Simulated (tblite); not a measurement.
**C2H8BGa (SMILES CC[BH][GaH2]): levels of theory compared**

We compute a comparison of 4 runs (GFN2-xTB, GFN1-xTB, IPEA1-xTB) of C2H8BGa. 

Program for the calculation: tblite 0.8.0.

5 further runs of the same task are left out: 2 that didn't finish, 3 set aside as unsound or not needed.

## (1) The system as given

C2H8BGa has 12 atoms, charge 0, and is taken as a singlet. As SMILES, `CC[BH][GaH2]`. The shape comes from GFN2-xTB, which is rough for such elements, and wasn't checked as a minimum. This is one conformer, not always the lowest.

Bond lengths: C1–C2 1.532 Å, C2–B3 1.565 Å, B3–Ga4 2.116 Å, C1–H5 1.093 Å, C1–H6 1.089 Å, C1–H7 1.093 Å, C2–H8 1.097 Å, C2–H9 1.097 Å, B3–H10 1.176 Å, Ga4–H11 1.607 Å, Ga4–H12 1.613 Å. Some angles: C1–C2–B3 114.4°, C2–B3–Ga4 119.1°, C1–C2–H8 109.2°, C1–C2–H9 109.3°, B3–C2–H8 109.7°, B3–C2–H9 109.7°, C2–C1–H5 110.0°, C2–C1–H6 111.7°, C2–C1–H7 110.1°, C2–B3–H10 118.8°.

## (2) A calculation of the kind “dissociation” at GFN2-xTB (ddCOSMO ε = 8.93) (run 1)

File run.py:

```python
# GFN2-xTB bond snapping energies
import json
import numpy as np
from tblite.interface import Calculator
from tblite.interface import symbols_to_numbers

geometry = """
C     -0.904990     1.097760    -0.088940
C      0.239830     0.803320     0.885600
B      0.988280    -0.544860     0.615920
Ga     0.366610    -1.759900    -1.000460
H     -1.661650     0.311570    -0.026100
H     -1.381160     2.052900     0.125280
H     -0.529130     1.119320    -1.115230
H     -0.149180     0.812160     1.911740
H      0.956110     1.634560     0.864140
H      1.881940    -0.848140     1.318010
H     -0.830790    -1.515410    -2.043300
H      1.024130    -3.163290    -1.446670
"""
lines = [l.split() for l in geometry.strip().splitlines()]
symbols = [l[0] for l in lines]
numbers = np.array(symbols_to_numbers(symbols))
positions = np.array([l[1:4] for l in lines], float) / 0.529177210903

def run(atoms, charge, uhf):
    xtb = Calculator("GFN2-xTB", numbers[atoms], positions[atoms], charge=charge, uhf=uhf)
    xtb.set("verbosity", 0)
    xtb.add("ddX-solvation", 8.93, "cosmo")
    return xtb.singlepoint()

sp = run(list(range(len(numbers))), 0, 0)
a, b = [0, 1, 2, 3, 4, 5, 7, 8, 9, 10, 11], [6]  # atoms on either side of the bond
channels = [[0, 1, 0, 1], [1, 0, -1, 0]]  # charge and unpaired electrons of a, then of b
print(f"whole molecule: E = {sp.get('energy'):.8f} Eh")
print("fragment a:", " ".join(symbols[i] for i in a), "  fragment b:", " ".join(symbols[i] for i in b))
de = []
for qa, na, qb, nb in channels:
    ea, eb = run(a, qa, na).get("energy"), run(b, qb, nb).get("energy")
    de.append(float(ea + eb - sp.get("energy")))
    print(f"a({qa:+d}, {na}) + b({qb:+d}, {nb}): E(a) = {ea:.6f}, E(b) = {eb:.6f} Eh, snapping energy {de[-1] * 2625.4996:.3f} kJ/mol")
out = {k: np.asarray(sp.get(k)).tolist() for k in ("energy", "gradient", "charges", "dipole", "orbital-energies", "orbital-occupations")}
out.update(symbols=symbols, positions=(positions * 0.529177210903).tolist(), snap=de)
json.dump(out, open("results.json", "w"))
```

Run with:

```
$ python run.py
```

The program printed:

```text
whole molecule: E = -10.72287277 Eh
fragment a: C C B Ga H H H H H H H   fragment b: H
a(+0, 1) + b(+0, 1): E(a) = -10.113649, E(b) = -0.393483 Eh, snapping energy 566.428 kJ/mol
a(+1, 0) + b(-1, 0): E(a) = -9.728442, E(b) = -0.781902 Eh, snapping energy 557.995 kJ/mol
```

It took 2.5 s on 1 thread of Intel Xeon at 2.50GHz (Skylake/Cascade Lake), shared host; peak memory 0.069 GiB.

## (3) A calculation of the kind “dissociation” at GFN1-xTB (run 2)

File script.py:

```python
"""GFN1-xTB bond snapping energies"""
import json
import numpy as np
from tblite.interface import Calculator
from tblite.interface import symbols_to_numbers

geometry = """
C     -0.904990     1.097760    -0.088940
C      0.239830     0.803320     0.885600
B      0.988280    -0.544860     0.615920
Ga     0.366610    -1.759900    -1.000460
H     -1.661650     0.311570    -0.026100
H     -1.381160     2.052900     0.125280
H     -0.529130     1.119320    -1.115230
H     -0.149180     0.812160     1.911740
H      0.956110     1.634560     0.864140
H      1.881940    -0.848140     1.318010
H     -0.830790    -1.515410    -2.043300
H      1.024130    -3.163290    -1.446670
"""
lines = [l.split() for l in geometry.strip().splitlines()]
symbols = [l[0] for l in lines]
numbers = np.array(symbols_to_numbers(symbols))
positions = np.array([l[1:4] for l in lines], float) / 0.529177210903

def run(atoms, charge, uhf):
    xtb = Calculator("GFN1-xTB", numbers[atoms], positions[atoms], charge=charge, uhf=uhf)
    xtb.set("verbosity", 0)
    return xtb.singlepoint()

wfn = run(list(range(len(numbers))), 0, 0)
a, b = [0, 1, 4, 5, 6, 7, 8], [2, 3, 9, 10, 11]  # atoms on either side of the bond
channels = [[0, 1, 0, 1], [1, 0, -1, 0], [-1, 0, 1, 0]]  # charge and unpaired electrons of a, then of b
print(f"whole molecule: E = {wfn.get('energy'):.8f} Eh")
print("fragment a:", " ".join(symbols[i] for i in a), "  fragment b:", " ".join(symbols[i] for i in b))
de = []
for qa, na, qb, nb in channels:
    ea, eb = run(a, qa, na).get("energy"), run(b, qb, nb).get("energy")
    de.append(float(ea + eb - wfn.get("energy")))
    print(f"a({qa:+d}, {na}) + b({qb:+d}, {nb}): E(a) = {ea:.6f}, E(b) = {eb:.6f} Eh, snapping energy {de[-1] * 627.5095:.3f} kcal/mol")
out = {k: np.asarray(wfn.get(k)).tolist() for k in ("energy", "gradient", "charges", "dipole", "orbital-energies", "orbital-occupations")}
out.update(symbols=symbols, positions=(positions * 0.529177210903).tolist(), snap=de)
json.dump(out, open("results.json", "w"))
```

Run with:

```
$ python script.py
```

The program printed:

```text
whole molecule: E = -11.22891904 Eh
fragment a: C C H H H H H   fragment b: B Ga H H H
a(+0, 1) + b(+0, 1): E(a) = -6.825339, E(b) = -4.210238 Eh, snapping energy 121.324 kcal/mol
a(+1, 0) + b(-1, 0): E(a) = -6.290229, E(b) = -4.435462 Eh, snapping energy 315.781 kcal/mol
a(-1, 0) + b(+1, 0): E(a) = -7.031865, E(b) = -3.745036 Eh, snapping energy 283.646 kcal/mol
```

It took 0.4 s on 1 thread of Intel Xeon at 2.50GHz (Skylake/Cascade Lake), shared host; peak memory 0.069 GiB.

Run 3 isn't shown in full; the table further down has it.

## (4) A calculation of the kind “dissociation” at IPEA1-xTB (GBSA dmso) (run 4)

File geom.xyz:

```xyz
12

C     -0.904990     1.097760    -0.088940
C      0.239830     0.803320     0.885600
B      0.988280    -0.544860     0.615920
Ga     0.366610    -1.759900    -1.000460
H     -1.661650     0.311570    -0.026100
H     -1.381160     2.052900     0.125280
H     -0.529130     1.119320    -1.115230
H     -0.149180     0.812160     1.911740
H      0.956110     1.634560     0.864140
H      1.881940    -0.848140     1.318010
H     -0.830790    -1.515410    -2.043300
H      1.024130    -3.163290    -1.446670
```

File script.py:

```python
import json
import numpy as np
from tblite.interface import Calculator
from tblite.interface import symbols_to_numbers

symbols = list(map(str, np.loadtxt("geom.xyz", skiprows=2, usecols=0, dtype=str, ndmin=1)))
numbers = np.array(symbols_to_numbers(symbols))
positions = np.loadtxt("geom.xyz", skiprows=2, usecols=(1, 2, 3), ndmin=2) / 0.52917721

def run(atoms, charge, uhf):
    xtb = Calculator("IPEA1-xTB", numbers[atoms], positions[atoms], charge=charge, uhf=uhf)
    xtb.set("verbosity", 0)
    xtb.add("spin-polarization", 1.0)
    xtb.add("gbsa-solvation", "dmso")
    return xtb.singlepoint()

result = run(list(range(len(numbers))), 0, 0)
a, b = [0, 1, 2, 3, 4, 5, 7, 8, 9, 10, 11], [6]  # atoms on either side of the bond
channels = [[0, 1, 0, 1], [1, 0, -1, 0]]  # charge and unpaired electrons of a, then of b
print(f"whole molecule: E = {result.get('energy'):.8f} Eh")
print("fragment a:", " ".join(symbols[i] for i in a), "  fragment b:", " ".join(symbols[i] for i in b))
de = []
for qa, na, qb, nb in channels:
    ea, eb = run(a, qa, na).get("energy"), run(b, qb, nb).get("energy")
    de.append(float(ea + eb - result.get("energy")))
    print(f"a({qa:+d}, {na}) + b({qb:+d}, {nb}): E(a) = {ea:.6f}, E(b) = {eb:.6f} Eh, snapping energy {de[-1] * 2625.4996:.3f} kJ/mol")
out = {k: np.asarray(result.get(k)).tolist() for k in ("energy", "gradient", "charges", "dipole", "orbital-energies", "orbital-occupations")}
out.update(symbols=symbols, positions=(positions * 0.529177210903).tolist(), snap=de)
json.dump(out, open("results.json", "w"))
```

Run with:

```
$ python script.py
```

The program printed:

```text
whole molecule: E = -12.34361634 Eh
fragment a: C C B Ga H H H H H H H   fragment b: H
a(+0, 1) + b(+0, 1): E(a) = -11.659193, E(b) = -0.419519 Eh, snapping energy 695.506 kJ/mol
a(+1, 0) + b(-1, 0): E(a) = -11.241219, E(b) = -0.793539 Eh, snapping energy 810.907 kJ/mol
```

Run time: 0.51 s. Hardware: 1 thread of Intel Xeon at 2.50GHz (Skylake/Cascade Lake), shared host; peak memory 0.069 GiB.

## (5) Overview of the runs

```tsv
run	level	dielectric constant	spin polarization	energy (Eh)	dipole moment (D)	HOMO energy (eV)	LUMO energy (eV)	wall time
1	GFN2-xTB (ddCOSMO ε = 8.93)	8.93	–	-10.722873	5.17	-10.30	-7.98	2.5 s
2	GFN1-xTB	–	–	-11.228919	3.03	-11.00	-8.40	0.4 s
3	IPEA1-xTB (GBSA cs2)	–	1	-12.338922	3.34	-12.50	-9.38	0.54 s
4	IPEA1-xTB (GBSA dmso)	–	1	-12.343616	3.55	-12.53	-9.41	0.51 s
```

## (6) What came out

```
                       quantity         value
            run 4: total energy  -12.34362 Eh
           run 4: dipole moment        3.55 D
             run 4: HOMO energy     -12.53 eV
             run 4: LUMO energy      -9.41 eV
           run 4: HOMO–LUMO gap       3.13 eV
run 4: largest force on an atom    2.265 eV/Å
```

In words: The dipole moment (its size) runs from 3.03 D (GFN1-xTB) to 5.17 D (GFN2-xTB). The two ends differ in method and solvent. The HOMO–LUMO gap runs from 2.32 eV (GFN2-xTB) to 3.13 eV (IPEA1-xTB). Force-field and semi-empirical energies have zeros of their own, so their totals don't compare. All runs together took 4 s, the longest 2.5 s.
